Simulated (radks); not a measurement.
# Sc¹⁷⁺ in [He] 2s2: an all-electron calculation

Aim: the levels, the sizes of the orbitals and the parts of the energy of the scandium ion Sc17+.

Method: scalar-relativistic Kohn-Sham, SCAN, spin-unpolarised, spherical densities, finite nucleus. Code: radks (a radial shooting solver on a logarithmic mesh, Libxc functionals) version 1.

**1. The atom as given**

- element: scandium (Z = 21)
- charge: +17
- electrons: 4
- configuration: [He] 2s2
- nuclear rms radius: 3.5459 fm

The outer shells:

Sc¹⁷⁺
```
[He] core
2s [↑↓]
```

**2. Self-consistent calculation**

The run's settings:

```text
Z 21
configuration [He] 2s2 2p0 3s0 3d0
relativity scalar-relativistic
functional scan,scan
spin unpolarised
nucleus finite rms 3.5459 fm
c 137.035999084
```

Q: Predict the outcome of this run.

The runs gave:

```
                        quantity                  value
                    total energy     -522.26608 hartree
exchange-correlation share of it                 3.22 %
                            −T/E                 1.0109
          highest occupied level         2s, -1181.4 eV
    most extended occupied level   2s, <r> = 0.306 bohr
 radius at density 0.001 e/bohr³             0.896 bohr
    maxima of the radial density                      2
         ionisation energy, NIST  1213.1 (semi-emp.) eV
```

**Reading.** The radial density shows 2 maxima for 2 occupied principal shells. −T/E is 1.011: with relativity the kinetic term as defined here no longer equals −E. The top level binds by 1181.4 eV, 97 % of the NIST ionisation energy of 1213.1 eV. 
